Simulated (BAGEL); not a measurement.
# AlHOF2 (SMILES [OH][Al]([F])[F]): HF/STO-3G (density fitting with qzvpp-jkfit)

Aim: the vertical singlet–triplet gap of AlHOF2 at HF/STO-3G (density fitting with qzvpp-jkfit), from 2 runs. 

Program for the calculation: BAGEL 1.2.2.

## 1. The structure to begin with

AlHOF2: 5 atoms, total charge 0, spin state singlet. As SMILES, `[OH][Al]([F])[F]`. The coordinates come from a PBE0-D4/def2-TZVP relaxation.

Bond lengths: O1–Al2 1.674 Å, Al2–F3 1.633 Å, Al2–F4 1.638 Å, O1–H5 0.955 Å. Angles: O1–Al2–F3 119.1°, O1–Al2–F4 122.4°, F3–Al2–F4 118.6°, Al2–O1–H5 123.7°.

## 2. A single-point energy at HF/STO-3G (density fitting with qzvpp-jkfit)

File job.json:

```json
{ "bagel" : [

{
  "title" : "molecule",
  "basis" : "sto-3g",
  "df_basis" : "qzvpp-jkfit",
  "angstrom" : true,
  "geometry" : [
    { "atom" : "O", "xyz" : [    0.004500,    1.227000,    0.002400 ] },
    { "atom" : "Al", "xyz" : [    0.185700,   -0.435200,    0.092100 ] },
    { "atom" : "F", "xyz" : [    1.487400,   -1.050600,    0.862600 ] },
    { "atom" : "F", "xyz" : [   -0.897900,   -1.471800,   -0.566700 ] },
    { "atom" : "H", "xyz" : [   -0.729900,    1.657100,   -0.431800 ] }
  ]
},
{ "title" : "hf" },
{ "title" : "print", "file" : "orbitals.molden", "orbitals" : true }

]}
```

Run with:

```
$ BAGEL_NUM_THREADS=1 BAGEL job.json > job.out
```

Log:

```text
* using 1 threads per process

  ===============================================================
  ===============================================================

  *** Geometry ***

  { "atom" : "O", "xyz" : [      0.008504,      2.318694,      0.004535 ] },
  { "atom" : "Al", "xyz" : [      0.350922,     -0.822409,      0.174044 ] },
  { "atom" : "F", "xyz" : [      2.810779,     -1.985346,      1.630078 ] },
  { "atom" : "F", "xyz" : [     -1.696785,     -2.781299,     -1.070908 ] },
  { "atom" : "H", "xyz" : [     -1.379311,      3.131465,     -0.815984 ] },

  Number of auxiliary basis functions:      377

  Since a DF basis is specified, we compute 2- and 3-index integrals:
    o Being stored without compression. Storage requirement is 0.002 GB

  Number of basis functions:       25
  Number of electrons      :       40

    * METHOD: MOLECULE                             0.07

  *** RHF ***

  === Nuclear Repulsion ===
   160.4774987673

      * DIIS with orbital gradients will be used.

  === RHF iteration (sto-3g) ===
      0       -509.49543831          0.02376177           0.01
      1       -509.61902128          0.00463582           0.01
      2       -509.62322541          0.00097315           0.01
      3       -509.62353661          0.00022219           0.01
      4       -509.62355614          0.00006788           0.01
      5       -509.62355831          0.00001511           0.01
      6       -509.62355843          0.00000272           0.01
      7       -509.62355843          0.00000077           0.01
      8       -509.62355843          0.00000018           0.01
      9       -509.62355843          0.00000005           0.01
     10       -509.62355843          0.00000001           0.01
    * SCF iteration converged.

    * Permanent dipole moment:
           (    0.396497,    -0.176807,     0.234875) a.u.

    * METHOD: HF                                   0.13

    * METHOD: PRINT                                0.00

  ===============================================================
```

Wall time 0.36 s (1 thread of Arm Neoverse V2, shared host).

## 3. The triplet

File job.json:

```json
{ "bagel" : [

{
  "title" : "molecule",
  "basis" : "sto-3g",
  "df_basis" : "qzvpp-jkfit",
  "angstrom" : true,
  "geometry" : [
    { "atom" : "O", "xyz" : [       0.004500,       1.227000,       0.002400 ] },
    { "atom" : "Al", "xyz" : [       0.185700,      -0.435200,       0.092100 ] },
    { "atom" : "F", "xyz" : [       1.487400,      -1.050600,       0.862600 ] },
    { "atom" : "F", "xyz" : [      -0.897900,      -1.471800,      -0.566700 ] },
    { "atom" : "H", "xyz" : [      -0.729900,       1.657100,      -0.431800 ] }
  ]
},

{ "title" : "uhf", "nopen" : 2 },

{ "title" : "print", "file" : "orbitals.molden", "orbitals" : true }

]}
```

Run with:

```
$ BAGEL_NUM_THREADS=1 BAGEL job.json > job.out
```

Log:

```text
* using 1 threads per process

  ===============================================================
  ===============================================================

  *** Geometry ***

  { "atom" : "O", "xyz" : [      0.008504,      2.318694,      0.004535 ] },
  { "atom" : "Al", "xyz" : [      0.350922,     -0.822409,      0.174044 ] },
  { "atom" : "F", "xyz" : [      2.810779,     -1.985346,      1.630078 ] },
  { "atom" : "F", "xyz" : [     -1.696785,     -2.781299,     -1.070908 ] },
  { "atom" : "H", "xyz" : [     -1.379311,      3.131465,     -0.815984 ] },

  Number of auxiliary basis functions:      377

  Since a DF basis is specified, we compute 2- and 3-index integrals:
    o Being stored without compression. Storage requirement is 0.002 GB

  Number of basis functions:       25
  Number of electrons      :       40

    * METHOD: MOLECULE                             0.08

  *** Open-shell HF ***

  === Nuclear Repulsion ===
   160.4774987673

      * DIIS with orbital gradients will be used.

  === UHF iteration (sto-3g) ===
      0       -509.17803499          0.03801095           0.02
      1       -509.31148458          0.01053150           0.02
      2       -509.32170543          0.00254065           0.02
      3       -509.32345095          0.00123156           0.02
      4       -509.32421399          0.00044099           0.02
      5       -509.32434207          0.00012387           0.02
      6       -509.32435827          0.00006692           0.02
      7       -509.32436578          0.00002272           0.02
      8       -509.32436653          0.00000460           0.02
      9       -509.32436655          0.00000167           0.02
     10       -509.32436655          0.00000092           0.01
     11       -509.32436655          0.00000074           0.02
     12       -509.32436655          0.00000069           0.02
     13       -509.32436655          0.00000062           0.02
     14       -509.32436655          0.00000054           0.02
     15       -509.32436656          0.00000040           0.02
     16       -509.32436656          0.00000032           0.02
     17       -509.32436656          0.00000030           0.02
     18       -509.32436656          0.00000026           0.02
     19       -509.32436656          0.00000015           0.02
     20       -509.32436656          0.00000007           0.02
     21       -509.32436656          0.00000004           0.02
     22       -509.32436656          0.00000003           0.02
     23       -509.32436656          0.00000002           0.02
     24       -509.32436656          0.00000001           0.02
     25       -509.32436656          0.00000001           0.02
    * SCF iteration converged.

    * S^2 (UHF) is 2.0108

    * Permanent dipole moment:
           (    0.543174,    -1.679820,     0.307805) a.u.

    * METHOD: UHF                                  0.44

    * METHOD: PRINT                                0.00

  ===============================================================
```

Run time: 0.68 s. Hardware: 1 thread of Arm Neoverse V2, shared host.

## 4. Outcome

Level: HF/STO-3G (density fitting with qzvpp-jkfit).

```
                                        quantity          value
                           singlet: total energy  -509.62356 Eh
                          singlet: dipole moment         1.25 D
                            singlet: HOMO energy       -9.26 eV
                            singlet: LUMO energy       10.37 eV
                          singlet: HOMO–LUMO gap       19.63 eV
                           triplet: total energy  -509.32437 Eh
                          triplet: dipole moment         4.56 D
                                   triplet: ⟨S²⟩          2.011
vertical energy of the triplet above the singlet       8.141 eV
```

**Reading.** At this shape the triplet lies 8.14 eV (188 kcal/mol) above the singlet. In a minimal basis such a difference can be off by several eV, whatever the method.
